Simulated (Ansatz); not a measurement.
Task: a comparison of enthalpies under pressure of two structures of W, with Ansatz 0.2.0 through its Python package. Give the script and its output. Settings (first run): LDA, PAW, cutoff 460 eV, 10×10×10 k-points, Fermi-Dirac smearing of 0.05 eV.

The script, `transition.py`:
```python
from dataclasses import dataclass
import warnings

import ansatz as az
import numpy as np
import pandas as pd


@dataclass
class Options:
    functional: str = "lda"
    tolerance: float = 1e-08
    ecut: int = 460
    kspacing: float = 0.3
    occupations: str = "fermi_dirac"
    sigma: float = 0.05


opts = Options()


def bcc(A, a):
    return (
        az.Lattice.bcc(a)
        .space_group(229)
        .atom(A, [0, 0, 0])
        .primitive()
    )


def sc(a_site, a):
    return (
        az.Lattice.cubic(a)
        .space_group(221)
        .atom(a_site, [0, 0, 0])
    )


def compute(name, crystal, pressure=0.0):
    calc = (
        crystal.calculation()
        .functional(opts.functional)
        .scf(tolerance=opts.tolerance)
        .basis(opts.ecut)
        .kpoints(spacing=opts.kspacing)
        .occupations(opts.occupations, width=opts.sigma)
    )
    calc = calc.relax(force_tolerance=0.02, cell=True, pressure=pressure)
    return calc.run(threads=1)


def volume_per_atom(outcome):
    return abs(np.linalg.det(outcome.lattice.cell_ang)) / len(outcome.lattice.sites)

warnings.simplefilter("ignore", az.DeckWarning)

phases = {}
phases["bcc"] = bcc("W", 3.16)
phases["sc"] = sc("W", 2.59)

pressures = [0, 5, 10, 20]
enthalpy, volume = {name: [] for name in phases}, {name: [] for name in phases}
for p in pressures:
    for name, crystal in phases.items():
        o = compute(name, crystal, pressure=p)
        volume[name].append(volume_per_atom(o))
        enthalpy[name].append(o.report["energy_sigma0_ev"] / len(o.lattice.sites) + p * volume[name][-1] / 160.21766)
gap = np.array(enthalpy["sc"]) - np.array(enthalpy["bcc"])
rows = [(p, va, vb, 1000 * d) for p, va, vb, d in zip(pressures, volume["bcc"], volume["sc"], gap)]
print(pd.DataFrame(rows, columns=["P (GPa)", "V bcc (A^3/atom)", "V sc (A^3/atom)", "H(sc) - H(bcc) (meV/atom)"]).round(4).to_string(index=False))
crossings = [p0 - g0 * (p1 - p0) / (g1 - g0) for p0, p1, g0, g1 in zip(pressures, pressures[1:], gap, gap[1:]) if g0 * g1 < 0]
print("crossing near", [round(float(p), 1) for p in crossings], "GPa") if crossings else print("no crossing in this range")
```

```console
$ python transition.py
 P (GPa)  V bcc (A^3/atom)  V sc (A^3/atom)  H(sc) - H(bcc) (meV/atom)
       0           15.4367          17.4060                  1473.0933
       5           15.2180          17.0500                  1531.7258
      10           15.0147          16.7337                  1586.4452
      20           14.6456          16.1843                  1686.9217
no crossing in this range
```

Reading the output:
- At a fixed pressure a relaxation lowers the enthalpy F + PV, while F alone can rise.
- For the metals among these phases the mesh is modest: differences between phases can be off by up to 40 meV an atom.
- The program warned that this SCF threshold is loose for forces or stresses.
- Spin-orbit coupling, which matters for elements this heavy, is left out.
- Only these two structures are compared, at zero temperature and with their symmetry kept; either may be hypothetical, and another phase may be lower than both. Differences under about 40 meV an atom lie within the error of mesh and functional.
- The cells are prototypes set up for this calculation and needn't exist.
- The script silences the warnings on its input, which a real study should read.
- Hardware and time: 18 s on 1 thread of Arm Neoverse V2, on a shared host, peak memory 0.38 GiB.

(Lines on the test bed's own set-up are left out of the output.)
